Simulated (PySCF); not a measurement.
# HfN₂: structure of the triplet

Aim: relax HfN₂ as a triplet from a side-on start, check by its vibrations whether the end is a minimum, and collect its spectrum and constants.

Method: PBE0, basis Hf def2-TZVP with ECP60, N def2-TZVP, scalar-relativistic core potentials, no spin–orbit coupling, density fitting; program: PySCF 2.14.0.

### Step 1. Starting geometry

3 atoms, charge 0, spin multiplicity 3.

Bond lengths: Hf1–N2 2.275 Å, Hf1–N3 2.275 Å, N2–N3 1.200 Å. Angles: N2–Hf1–N3 30.6°, Hf1–N2–N3 74.7°, Hf1–N3–N2 74.7°.

```xyz
3
charge 0 multiplicity 3
Hf    0.0000    0.0000    0.0000
N     0.6000    0.0000    2.1940
N    -0.6000    0.0000    2.1940
```

### Step 2. Finding the electronic state

One driver script runs all steps and calls PySCF; scf.py shows how it sets up the SCF of each step. The optimiser is the driver's own. After this first run the driver tries any further starts and a stability analysis.

Input file scf.py:

```python
from pyscf import gto, scf, dft
mol = gto.M(atom='''
Hf     0.000000     0.000000     0.000000
N      0.600000     0.000000     2.194040
N     -0.600000     0.000000     2.194040''',
    basis={'Hf': 'def2-TZVP', 'N': 'def2-TZVP'},
    ecp={'Hf': 'def2-TZVP'},
    charge=0, spin=2)
mf = dft.UKS(mol, xc='PBE0')
mf.grids.atom_grid = (50, 194)
aux = {'Hf': 'def2-universal-JKFIT', 'N': 'def2-universal-JKFIT'}
mf = mf.density_fit(auxbasis=aux)
mf.conv_tol = 1e-08
mf.diis_space = 10
mf.max_cycle = 60
mf.init_guess = 'minao'
mf.verbose = 4
mf.kernel()
```

Started as:

```bash
> OMP_NUM_THREADS=4 python axn.py task.json out
```

The program printed:

```text
init E= -139.429368992601
[... the frontier-level lines of each cycle are left out ...]
cycle= 1 E= -157.210695267392  delta_E= -17.8  |g|= 0.388  |ddm|= 4.02
cycle= 2 E= -156.342086415592  delta_E= 0.869  |g|= 1.11  |ddm|= 2.13
cycle= 3 E= -157.260752912173  delta_E= -0.919  |g|= 0.249  |ddm|=  1.6
cycle= 4 E= -157.295649783536  delta_E= -0.0349  |g|= 0.0627  |ddm|= 0.283
cycle= 5 E= -157.299247898843  delta_E= -0.0036  |g|= 0.0172  |ddm|= 0.0945
cycle= 6 E= -157.299726536662  delta_E= -0.000479  |g|= 0.00995  |ddm|= 0.0454
cycle= 7 E= -157.300009986062  delta_E= -0.000283  |g|= 0.00437  |ddm|= 0.0383
cycle= 8 E= -157.300222726118  delta_E= -0.000213  |g|= 0.00289  |ddm|= 0.0444
cycle= 9 E= -157.30032437469  delta_E= -0.000102  |g|= 0.00153  |ddm|= 0.0361
cycle= 10 E= -157.300366041929  delta_E= -4.17e-05  |g|= 0.000647  |ddm|= 0.0336
cycle= 11 E= -157.300369867046  delta_E= -3.83e-06  |g|= 0.000221  |ddm|= 0.00881
cycle= 12 E= -157.300370417815  delta_E= -5.51e-07  |g|= 0.000119  |ddm|= 0.00281
cycle= 13 E= -157.300370608427  delta_E= -1.91e-07  |g|= 9.96e-05  |ddm|= 0.00126
cycle= 14 E= -157.300370800728  delta_E= -1.92e-07  |g|= 8.49e-05  |ddm|= 0.00142
cycle= 15 E= -157.300371131866  delta_E= -3.31e-07  |g|= 3.72e-05  |ddm|= 0.00377
cycle= 16 E= -157.300371205288  delta_E= -7.34e-08  |g|= 1.88e-05  |ddm|= 0.00232
cycle= 17 E= -157.300371208186  delta_E= -2.9e-09  |g|= 5.82e-06  |ddm|= 0.000523
Extra cycle  E= -157.300371208131  delta_E= 5.51e-11  |g|= 1.13e-05  |ddm|= 2.14e-05
converged SCF energy = -157.300371208131  <S^2> = 2.1134148  2S+1 = 3.0746803
```

This step, with its further starts and checks, took 8.9 s on 4 threads of Arm Neoverse V2, shared host.

Energies from each starting density:

| start | energy (Eh) |
| --- | --- |
| the minimal-basis guess | -157.300371 |
| a thermally smeared density | -157.300371 |
| a smeared PBE density | -157.300371 |

The test of internal stability and the other starts found no lower solution of this spin.

### Step 3. Relaxing the triplet from the side-on start

The program finds C2v symmetry in the start, which this walk keeps. Threshold on the gradient: 0.0003 Eh/bohr, with a further test on the energy change.

scf.py: that of step 2 with these lines changed.

```diff
@@ -3,3 +3,3 @@
-Hf     0.000000     0.000000     0.000000
-N      0.600000     0.000000     2.194040
-N     -0.600000     0.000000     2.194040''',
+Hf     0.000000     0.000000    -0.295484
+N      0.600000     0.000000     1.898556
+N     -0.600000     0.000000     1.898556''',
@@ -16 +15,0 @@
-mf.init_guess = 'minao'
```

Energy and gradient, step by step:

| step | energy (Eh) | change (kJ/mol) | largest symmetric gradient (Eh/bohr) |
| --- | --- | --- | --- |
| 0 | -157.300371 | 0.00 | 0.06985 |
| 1 | -157.302719 | -6.16 | 0.05425 |
| 2 | -157.304252 | -10.19 | 0.01024 |
| 3 | -157.304541 | -10.95 | 0.00757 |
| 4 | -157.304839 | -11.73 | 0.00165 |
| 5 | -157.304851 | -11.76 | 0.00019 |
| 6 | -157.304851 | -11.76 | 0.00000 |

The walk took 9.7 s.

End point (C2v, 6 steps, 11.8 kJ/mol gained): Hf–N 2.178 Å (×2), N–N 1.167 Å; Hf–N–N 74.5° (×2), N–Hf–N 31.1°.

### Step 4. Is it a minimum? Harmonic modes

On the finer grid the gradient is checked again; gradients at displacements of ±0.02 bohr then give force constants and infrared intensities.

scf.py: that of step 3 with these lines changed.

```diff
@@ -3,3 +3,3 @@
-Hf     0.000000     0.000000    -0.295484
-N      0.600000     0.000000     1.898556
-N     -0.600000     0.000000     1.898556''',
+Hf     0.000000     0.000000    -0.282599
+N      0.583421     0.000000     1.815768
+N     -0.583421     0.000000     1.815768''',
@@ -10 +10 @@
-mf.grids.atom_grid = (50, 194)
+mf.grids.atom_grid = (75, 302)
@@ -13 +13 @@
-mf.conv_tol = 1e-08
+mf.conv_tol = 1e-10
```

This SCF starts from the last density.

SCF at the final geometry:

```text
init E= -157.304883632925
[... the frontier-level lines of each cycle are left out ...]
cycle= 1 E= -157.304883632824  delta_E= 1.01e-10  |g|= 2.13e-05  |ddm|= 2.16e-05
cycle= 2 E= -157.304883632045  delta_E= 7.79e-10  |g|= 5.01e-05  |ddm|= 3.88e-05
cycle= 3 E= -157.304883633038  delta_E= -9.93e-10  |g|= 1.45e-06  |ddm|= 2.59e-05
cycle= 4 E= -157.304883633059  delta_E= -2.05e-11  |g|= 1.39e-06  |ddm|= 1.04e-05
Extra cycle  E= -157.304883633071  delta_E= -1.22e-11  |g|= 2.12e-06  |ddm|= 8.64e-06
converged SCF energy = -157.304883633071  <S^2> = 2.1031172  2S+1 = 3.0679747
```

The whole step took 21 s.

Geometry: C2v; Hf–N 2.178 Å (×2), N–N 1.167 Å; Hf–N–N 74.5° (×2), N–Hf–N 31.1°.

Modes, for the most abundant isotopes:

```csv
symmetry,ω (cm⁻¹),IR (km/mol),μ (u)
b2,87,2.6,14.15
a1,329,12.9,15.98
a1,1856,389,14.01
```

No imaginary mode, so this is a minimum.

Properties at this point:

```
Dipole moment                                                   : 1.09 D
Highest occupied level                                          : -5.07 eV
Lowest empty level                                              : -2.89 eV
Rotational constants                                            : 1.768, 0.158, 0.145 cm⁻¹
Zero-point energy                                               : 13.6 kJ/mol
Principal polarisabilities                                      : 89.9, 96.1, 117.2 bohr³
Atomisation energy without zero-point energy                    : 984 kJ/mol
Principal traceless quadrupole moments about the centre of mass : -0.32, 0.12, 0.20 D Å
Entropy at 298.15 K and 1 bar (electronic part: spin only)      : 296.8 J/(mol K)
Heat capacity Cp at 298.15 K                                    : 48.3 J/(mol K)
Enthalpy at 298.15 K above 0 K                                  : 12.92 kJ/mol
Rotational symmetry number                                      : 2
Spin squared ⟨S²⟩                                               : 2.103
```

Populations by atom (charges in e):

| atom | Mulliken | Löwdin | polar tensor | spin (Mulliken) | Mayer order to Hf1 |
| --- | --- | --- | --- | --- | --- |
| Hf1 | 0.27 | 0.14 | -0.07 | 1.25 | – |
| N2,3 | -0.13 | -0.07 | 0.03 | 0.37 | 0.80 |

Mulliken populations on Hf1 (outside its core potential): s 3.69, p 6.24, d 1.77, f 0.04.

### Step 5. What came out

| quantity | value |
| --- | --- |
| minimum | triplet, C2v |
| geometry | Hf–N 2.178 Å (×2), N–N 1.167 Å; Hf–N–N 74.5° (×2), N–Hf–N 31.1° |
| wavenumbers (cm⁻¹) | 87 (b2), 329 (a1), 1856 (a1) |
| dipole moment | 1.09 D |
| highest occupied, lowest empty level (either spin) | -5.07, -2.89 eV |
| polar-tensor charge of Hf1 | -0.07 e |
| zero-point energy | 13.6 kJ/mol |
| entropy at 298.15 K | 296.8 J/(mol K) |
| atomisation energy (no zero-point energy) | 984 kJ/mol |
| ⟨S²⟩ | 2.103 |

The side-on start keeps its C2v symmetry and ends in a minimum. The strongest infrared band lies at 1856 cm⁻¹ (a1). Most of the spin sits on Hf1 (Mulliken spin 1.25, against 2 for the whole molecule). Other starts or spin states, not run here, may lie lower. One determinant may miss the lowest occupation of an open d or f shell. With an element this heavy the missing spin–orbit coupling can shift these numbers.

The search up to here took 40 s.
